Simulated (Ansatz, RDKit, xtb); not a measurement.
# Isomers of C4H9BF2Si, a sample narrowed down

Which of a sample of isomers of C4H9BF2Si is the most stable in the gas at 298.15 K, and what are its properties? The sample is small against all isomers, and the most stable one of this formula need not be in it.

The funnel: GFN2-xTB relaxations, single points with a density functional, relaxations at PBE0-D3(BJ)/def2-SVP, harmonic vibrations (at GFN2-xTB), and a last energy at a higher level. All values are calculated.

## (1) Candidates

Isomers were taken from a list of plausible structures; this is a sample, not all of them. That gives 5 candidates.

```tsv
label	SMILES	spin
c379	FB(F)[SiH]1CCCC1	singlet
c475	FB(F)[C@@H]1CC[SiH2]C1	singlet
c818	FB(F)CC[SiH]1CC1	singlet
c943	C[C@@H]1C[C@H](B(F)F)[SiH2]1	singlet
c960	BCC/C=C\[SiH](F)F	singlet
```

Candidates are built by distance geometry, with a force field where one applies, in up to four conformers (letters a to d).

**Question.** With final energies at CCSD(T)/def2-SVP + MP2/def2-TZVPP - MP2/def2-SVP, which structure will this search put lowest in free energy, and by what margin?

| quantity | value |
| --- | --- |
| lowest structure found | FB(F)[C@@H]1CC[SiH2]C1, singlet |
| next finalist | FB(F)[SiH]1CCCC1, singlet, 8.5 kcal/mol higher in G |
| share at equilibrium, among the finalists | 100.0 % |

The search ends on `FB(F)[C@@H]1CC[SiH2]C1`. The margin of 8.5 kcal/mol over the next finalist is beyond the usual error of the last level; it says nothing of structures that weren't ranked. GFN2-xTB, HF/STO-3G, r2SCAN-D4/def2-SVP, PBE0-D3(BJ)/def2-SVP, HF/def2-SVP and MP2/def2-SVP already put its bonding pattern lowest among the structures in one piece. 3 minima inside the window were never screened. Lowest found is not proven lowest: the search is finite, and each finalist counts with one conformer. Only 5 drawn patterns were tried, so whole families of isomers are missing, and the result ranks this sample alone.
